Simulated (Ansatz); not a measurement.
# PIr2 (antifluorite): the cost of one run

Method: DFT r2SCAN, scalar-relativistic, plane waves, PAW, in Ansatz 0.2.0.

## Step 1: The structure to begin with

It takes space group Fm-3m (No. 225, cubic). The conventional cell has a = 5.587 Å, b = 5.587 Å, c = 5.587 Å, α = 90.00°, β = 90.00°, γ = 90.00°. Ir (site symmetry -43m) has 4 P at 2.42 Å as nearest neighbours. P (site symmetry m-3m) is surrounded by 8 Ir at 2.42 Å.

Coordinates:

```
CELL_PARAMETERS angstrom
0.00000 2.79338 2.79338
2.79338 0.00000 2.79338
2.79338 2.79338 0.00000
ATOMIC_POSITIONS crystal
Ir 0.25000 0.25000 0.25000
Ir 0.75000 0.75000 0.75000
P 0.00000 0.00000 0.00000
```

## Step 2: Volume × 1.02

Contents of input.yaml:

```yaml
crystal:
  lattice:
    - [0.0, 2.793378019, 2.793378019]
    - [2.793378019, 0.0, 2.793378019]
    - [2.793378019, 2.793378019, 0.0]
  atoms:
    - { symbol: Ir, position: [0.25, 0.25, 0.25] }
    - { symbol: Ir, position: [0.75, 0.75, 0.75] }
    - { symbol: P, position: [0.0, 0.0, 0.0] }
scf:
  occupations: { method: gaussian, width: 0.05 }
output:
  forces: true
  stress: true
  eigenvalues: true
  write_density: true
  write_potential: true
  elf: true
  volumetric_format: npy
hamiltonian:
  xc: r2scan
basis:
  ecutwfc: 420
kpoints:
  mp_grid: { grid: [12, 12, 12] }
```

Command:

```
$ ansatz run input.yaml --threads 1 --pin off --max-ram 2867MiB --backend cpu --events-out ev --progress --plain --runs-dir out
```

**Question.** How long does this run take on 1 thread of Intel Xeon at 2.30GHz, shared host, and how much memory does it need?

About 5.7 s, with a peak of 0.49 GiB.
